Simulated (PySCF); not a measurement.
# WO₂: relaxation and vibrations of the triplet

The task is one start of a wider search on WO₂: the triplet, from a side-on start. It is relaxed, tested by its Hessian and followed downhill if it is a saddle.

Program: PySCF 2.14.0. Level of theory: BP86, basis W def2-TZVP with ECP60, O def2-TZVP, scalar-relativistic core potentials, no spin–orbit coupling, density fitting. These are calculated values, not measurements.

### 1 Starting geometry

3 atoms, charge 0, spin multiplicity 3.

Bond lengths: W1–O2 2.040 Å, W1–O3 2.040 Å, O2–O3 1.400 Å. Angles: O2–W1–O3 40.1°, W1–O2–O3 69.9°, W1–O3–O2 69.9°.

```xyz
3
charge 0 multiplicity 3
W     0.0000    0.0000   -0.2839
O     0.7000    0.0000    1.6323
O    -0.7000    0.0000    1.6323
```

### 2 Relaxing the triplet from the side-on start

One driver script runs all steps and calls PySCF; scf.py shows how it sets up the SCF of each step. The optimiser is the driver's own. Before each start the driver seeks the lowest SCF state from one or more starting densities and follows internal instabilities, so scf.py alone need not reach the same state.

The program finds C2v symmetry in the start, which this walk keeps.

scf.py

```python
from pyscf import gto, scf, dft
mol = gto.M(atom='''
W      0.000000     0.000000    -0.283861
O      0.700000    -0.000000     1.632281
O     -0.700000     0.000000     1.632281''',
    basis={'W': 'def2-TZVP', 'O': 'def2-TZVP'},
    ecp={'W': 'def2-TZVP'},
    charge=0, spin=2)
mf = dft.UKS(mol, xc='B88,P86')
mf.grids.atom_grid = (50, 194)
aux = {'W': 'def2-universal-JKFIT', 'O': 'def2-universal-JKFIT'}
mf = mf.density_fit(auxbasis=aux)
mf.kernel()
```

After this run come: Is it a minimum? Harmonic modes.

What does the calculation give? Wanted: minimum; geometry; wavenumbers; dipole moment; highest occupied, lowest empty level; polar-tensor charge of W1; zero-point energy; atomisation energy; ⟨S²⟩.

The runs gave:

```
                                          quantity                                                         value
                                           minimum                                                  triplet, C2v
                                          geometry  O–O 1.438 Å, W–O 1.905 Å (×2); O–O–W 67.8° (×2), O–W–O 44.4°
                                wavenumbers (cm⁻¹)                                                 319, 598, 929
                                     dipole moment                                                        2.50 D
highest occupied, lowest empty level (either spin)                                               -4.99, -4.44 eV
                         polar-tensor charge of W1                                                       +0.64 e
                                 zero-point energy                                                   11.0 kJ/mol
                               entropy at 298.15 K                                               285.0 J/(mol K)
         atomisation energy (no zero-point energy)                                                    925 kJ/mol
                                              ⟨S²⟩                                                         2.241
```

**Reading.** The side-on start keeps its C2v symmetry and ends in a minimum. In the infrared the band at 929 cm⁻¹ leads. Most of the spin sits on W1 (Mulliken spin 2.10, against 2 for the whole molecule). Only this shape and spin were tried, so other structures or states may lie lower. The determinant is spin-contaminated (⟨S²⟩ = 2.24, pure value 2.00). The SCF density has lower symmetry than the nuclear frame. One determinant may miss the lowest occupation of an open d or f shell. Spin–orbit coupling, left out here, can matter for elements this heavy.
